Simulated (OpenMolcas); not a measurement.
# Re³⁺ among point charges: CASSCF and CASPT2 levels and susceptibility

Aim: the splitting of the states of Re³⁺ in the field of 6 point charges, its lowest levels with spin-orbit coupling and its magnetic susceptibility.

The numbers are computed with OpenMolcas 26.06 (state-averaged CASSCF and CASPT2, spin-orbit coupling by RASSI with atomic mean-field integrals), except any that are marked as measured or tabulated.

### 1 What is computed

```
Species                           : Re³⁺ (rhenium, Z = 75, 72 electrons)
Basis                             : ANO-RCC-VTZP [8s7p5d3f2g1h], 104 functions
Scalar Hamiltonian                : DKH2, point nucleus
Inactive shells                   : 1s 2s 2p 3s 3p 3d 4s 4p 4d 4f 5s 5p
Active space                      : 4 electrons in 5 orbitals (5d)
Some configurations of this space : 5d4
Orbitals                          : optimised for each spin and parity, averaged over all roots
```

The outer shells:

5d4
```
5d [↑ ][↑ ][↑ ][↑ ][  ]
```

The ion sits among 6 point charges of -1.5 e arranged as a trigonal antiprism (D3d), 2.13 Å from the ion, with a polar angle of 61.3° against the regular 54.74°.

Each step is its own input file, run in one work folder so that later steps find the files of earlier ones. Labels, J, g values, rates, χT and fits are worked out afterwards by a script from the matrices that RASSI stores. The input lists half of the charges; inversion (Group=XYZ) makes the rest.

### 2 GATEWAY and SEWARD: basis and integrals

a.inp

```
&GATEWAY
Coord
1

Re 0.0 0.0 0.0
Basis=ANO-RCC-VTZP
Group=XYZ
NoMove
AngMom=0.0 0.0 0.0
AMFI
XField
3 Angstrom 0
0.000000 1.868391 1.022749 -1.500000
1.618074 -0.934195 1.022749 -1.500000
1.618074 0.934195 -1.022749 -1.500000
&SEWARD
```

Started as:

```
OMP_NUM_THREADS=1 MOLCAS_MEM=1689 MOLCAS_PROJECT=a pymolcas a.inp > a.log
```

### 3 CASSCF: quintets of even parity, 5 roots

a.inp

```
&RASSCF
FileOrb=start.orb
Symmetry=1
Spin=5
nActEl=4 0 0
Inactive=15 19
Ras2=5 0
CIRoot=5 5 1
SDav=5
CIMx=300
Iter=120 100
PrWF=0.3
OrbListing=Nothing
MaxOrb=0
>>> COPY $Project.JobIph JOB001
```

start.orb holds the contracted functions of the basis, ordered by shell, or the orbitals of the step before.

### 4 Reference wave functions, triplets of even parity, 45 roots

a.inp

```
&RASSCF
FileOrb=start.orb
Symmetry=1
Spin=3
nActEl=4 0 0
Inactive=15 19
Ras2=5 0
CIRoot=45 45 1
SDav=45
CIMx=300
Iter=120 100
PrWF=0.3
OrbListing=Nothing
MaxOrb=0
>>> COPY $Project.JobIph JOB002
```

### 5 Reference wave functions, singlets of even parity, 50 roots

a.inp

```
&RASSCF
FileOrb=start.orb
Symmetry=1
Spin=1
nActEl=4 0 0
Inactive=15 19
Ras2=5 0
CIRoot=50 50 1
SDav=50
CIMx=300
Iter=120 100
PrWF=0.3
OrbListing=Nothing
MaxOrb=0
>>> COPY $Project.JobIph JOB003
```

### 6 RASSI: spin-orbit coupling between the states

a.inp

```
&RASSI
NrOfJobIphs=3 5 45 50
1 2 3 4 5
1 2 3 4 5 6 7 8 9 10 11 12 13 14 15 16 17 18 19 20 21 22 23 24 25 26 27
28 29 30 31 32 33 34 35 36 37 38 39 40 41 42 43 44 45
1 2 3 4 5 6 7 8 9 10 11 12 13 14 15 16 17 18 19 20 21 22 23 24 25 26 27
28 29 30 31 32 33 34 35 36 37 38 39 40 41 42 43 44 45 46 47 48 49 50
IphNames
JOB001
JOB002
JOB003
EJob
SpinOrbit
DIPRint=1.0
SOCoupling=1000.0
Subsets=2
Property=9
'ANGMOM' 1 'ANGMOM' 2 'ANGMOM' 3 'MLTPL  1' 1 'MLTPL  1' 2 'MLTPL  1' 3
'AMFI' 1 'AMFI' 2 'AMFI' 3
SOProperty=3
'ANGMOM' 1 'ANGMOM' 2 'ANGMOM' 3
```

### 7 CASPT2: IPEA 0.25, imaginary shift 0.1 (closed shells correlated: 5s 5p)

a.inp

```
>>> COPY JOB001 $Project.JobIph
&CASPT2
Multistate=5 1 2 3 4 5
NoMult
Frozen=14 16
IPEA=0.25
Imaginary=0.1
MaxIter=60
WThr=0.0 0.3 0.05
PrWF=0.5
NoMix
>>> COPY JOB002 $Project.JobIph
&CASPT2
Multistate=45 1 2 3 4 5 6 7 8 9 10 11 12 13 14 15 16 17 18 19 20 21 22
23 24 25 26 27 28 29 30 31 32 33 34 35 36 37 38 39 40 41 42 43 44 45
NoMult
Frozen=14 16
IPEA=0.25
Imaginary=0.1
MaxIter=60
WThr=0.0 0.3 0.05
PrWF=0.5
NoMix
>>> COPY JOB003 $Project.JobIph
&CASPT2
Multistate=50 1 2 3 4 5 6 7 8 9 10 11 12 13 14 15 16 17 18 19 20 21 22
23 24 25 26 27 28 29 30 31 32 33 34 35 36 37 38 39 40 41 42 43 44 45 46
47 48 49 50
NoMult
Frozen=14 16
IPEA=0.25
Imaginary=0.1
MaxIter=60
WThr=0.0 0.3 0.05
PrWF=0.5
NoMix
```

(Steps that only read results are left out.)

What does the calculation give? Wanted: spin-free ground state; first state of the same spin within the active space; lowest level; next level.

**Answer**, as computed:

| quantity | value |
| --- | --- |
| method | SS-CASPT2, IPEA 0.25, imaginary shift 0.1 (closed shells correlated: 5s 5p) |
| spin-free ground state | 5E, 2-fold in its orbital part |
| first state of the same spin within the active space | 5E at 9320 cm⁻¹ |
| lowest level | 1-fold A1 |
| next level | 1658.2 cm⁻¹ |
| χT at 300 K | 0.21 cm³ K/mol |
| effective moment at 300 K | 1.28 μB |

Cost by method:

```csv
method,time of its own steps,time with the reference
A. CASSCF,31 s,31 s
"B. SS-CASPT2, IPEA 0.25, imaginary shift 0.1, +5s 5p",36 s,68 s
```

Times are of one thread on a shared host.

In words: The spin-free ground state (5E) comes to 100 % from free-ion D terms and keeps the highest spin of the shell. χT at 300 K is 0.21, against 3.01 cm³ K/mol for the spin alone, so spin-orbit coupling lowers it. An active space of the d shell alone favours high spin; real ions in strong fields can be low spin. CASPT2 does not keep the components of a term degenerate, and the means are used. The field of point charges can differ much from that of real complexes. With metal d orbitals alone active, the gaps between spin states are rough; where two lie within a few thousand cm-1, their order is open. Point charges carry no covalency, so the field is a model and not that of real ligands.
